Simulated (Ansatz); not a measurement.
**InNH2F2 (SMILES [NH2][In]([F])[F]) at PBE0/def2-SVPD (core potential)**

Aim: the vertical electron affinity of InNH2F2 at PBE0/def2-SVPD (core potential), from 2 runs. 

The calculation is run with Ansatz 0.2.0.

31 further runs of the same task are left out: 31 set aside as unsound or not needed.

### 1 The system as given

InNH2F2 has 6 atoms, charge 0, and is taken as a singlet. As SMILES, `[NH2][In]([F])[F]`. Geometry: relaxed at PBE0-D4/def2-TZVP.

Bond lengths: N1–In2 1.998 Å, In2–F3 1.935 Å, In2–F4 1.935 Å, N1–H5 1.011 Å, N1–H6 1.011 Å. Angles: N1–In2–F3 124.1°, N1–In2–F4 124.1°, F3–In2–F4 111.4°, In2–N1–H5 114.2°, In2–N1–H6 114.2°, H5–N1–H6 109.1°.

### 2 The energy at PBE0/def2-SVPD (core potential)

run.yaml

```yaml
crystal:
  periodic: [false, false, false]
  atoms:
    - {symbol: "N", position_ang: [-0.259900, 1.155100, -0.280600]}
    - {symbol: In, position_ang: [0.271400, -0.745700, 0.029100]}
    - {symbol: F, position_ang: [1.862900, -1.284900, 0.989000]}
    - {symbol: F, position_ang: [-0.617400, -2.265700, -0.773500]}
    - {symbol: H, position_ang: [0.031700, 1.791300, 0.449400]}
    - {symbol: H, position_ang: [-1.246600, 1.285900, -0.459500]}
basis:
  gaussian:
    orbitals: def2-SVPD
hamiltonian:
  xc: pbe0
accuracy: high
output:
  orbitals: {seedname: orbitals}
```

Command:

```bash
$ ansatz run run.yaml --threads 1 --pin off --max-ram 3480MiB --events-out events.jsonl --progress --plain --runs-dir runs
```

What it wrote:

```text
Warning: RAYON_NUM_THREADS=1 ignored (pool sized by the plan → 1); use --threads N
Functional definition: PBE0
  name "PBE0"
  parameter a = 0.25
  parameter kappa = 0.804
  parameter beta = 0.06672455060314922
  exchange = (1 - a)*pbe_x(kappa = kappa, mu = beta*pi^2/3) + a*exact_x
  correlation = pbe_c(beta = beta)
2460 factors; integrals over basis functions are off by at most 3.6e-9 eV
mean field evaluation 1: about -12109.6661 eV, gradient 7.4e1 eV
mean field evaluation 2: about -12083.7677 eV, gradient 1.3e2 eV
mean field evaluation 4: about -12119.7642 eV, gradient 4.8e0 eV
mean field evaluation 8: about -12119.9005 eV, gradient 3.3e-1 eV
mean field evaluation 16: about -12119.9007 eV, gradient 4.5e-5 eV
mean field -12119.90073216 eV, -445.3981367432 hartree, gradient 3.1e-8 eV, S^2 0.000000; 0 other end points of the search recorded, 0 dependent functions left out
reference -12119.90073615 eV, -445.3981368898 hartree; 24, 24 occupied and 90, 90 virtual orbitals, 2460 factors
Total energy: -12119.90073615 eV, -445.3981368898 hartree
```

It took 13 s on 1 thread of Arm Neoverse V1, shared host; peak memory 0.43 GiB.

### 3 The doublet anion, same level

job.yaml

```yaml
basis:
  gaussian: {orbitals: def2-SVPD}
crystal:
  periodic: [false, false, false]
  atoms:
    - {symbol: N, position_ang: [-0.259900, 1.155100, -0.280600]}
    - {symbol: In, position_ang: [0.271400, -0.745700, 0.029100]}
    - {symbol: F, position_ang: [1.862900, -1.284900, 0.989000]}
    - {symbol: F, position_ang: [-0.617400, -2.265700, -0.773500]}
    - {symbol: H, position_ang: [0.031700, 1.791300, 0.449400]}
    - {symbol: H, position_ang: [-1.246600, 1.285900, -0.459500]}
total_charge: -1
magnetization: {spin_polarized: true, initial_magnetization: 1}
hamiltonian: {xc: pbe0}
accuracy: high
output: {orbitals: {seedname: orbitals}}
```

Command:

```bash
$ ansatz run job.yaml --threads 1 --pin off --max-ram 3480MiB --events-out events.jsonl --progress --plain --runs-dir runs
```

What it wrote:

```text
Warning: RAYON_NUM_THREADS=1 ignored (pool sized by the plan → 1); use --threads N
Functional definition: PBE0
  name "PBE0"
  parameter a = 0.25
  parameter kappa = 0.804
  parameter beta = 0.06672455060314922
  exchange = (1 - a)*pbe_x(kappa = kappa, mu = beta*pi^2/3) + a*exact_x
  correlation = pbe_c(beta = beta)
2460 factors; integrals over basis functions are off by at most 3.6e-9 eV
mean field evaluation 1: about -12117.2224 eV, gradient 2.7e1 eV
mean field evaluation 2: about -12106.5124 eV, gradient 5.3e1 eV
mean field evaluation 4: about -12120.4074 eV, gradient 4.4e0 eV
mean field evaluation 8: about -12120.5638 eV, gradient 2.5e-1 eV
mean field evaluation 16: about -12120.5646 eV, gradient 1.5e-3 eV
mean field evaluation 32: about -12120.5646 eV, gradient 3.7e-8 eV
mean field -12120.56461843 eV, -445.4225341134 hartree, gradient 3.7e-8 eV, S^2 0.751923; 2 other end points of the search recorded, 0 dependent functions left out
reference -12120.56462194 eV, -445.4225342424 hartree; 25, 24 occupied and 89, 90 virtual orbitals, 2460 factors
Total energy: -12120.56462194 eV, -445.4225342424 hartree
```

It took 26 s on 1 thread of Arm Neoverse V1, shared host; peak memory 0.6 GiB.

### 4 Results

Level: PBE0/def2-SVPD (core potential).

```
                                         quantity          value
                    singlet InNH2F2: total energy  -445.39814 Eh
                     singlet InNH2F2: HOMO energy       -8.55 eV
                     singlet InNH2F2: LUMO energy       -2.41 eV
                   singlet InNH2F2: HOMO–LUMO gap        6.14 eV
                      doublet anion: total energy  -445.42253 Eh
doublet anion: HOMO energy (highest over α and β)        0.97 eV
 doublet anion: LUMO energy (lowest over α and β)        2.71 eV
                              doublet anion: ⟨S²⟩          0.752
vertical electron affinity (to the doublet anion)       0.664 eV
```

**Reading.** At fixed nuclei the extra electron is bound by 0.66 eV (64.1 kJ/mol). The HOMO (doublet anion) lies at positive energy, 0.97 eV; only total energies tell whether the electron is bound.
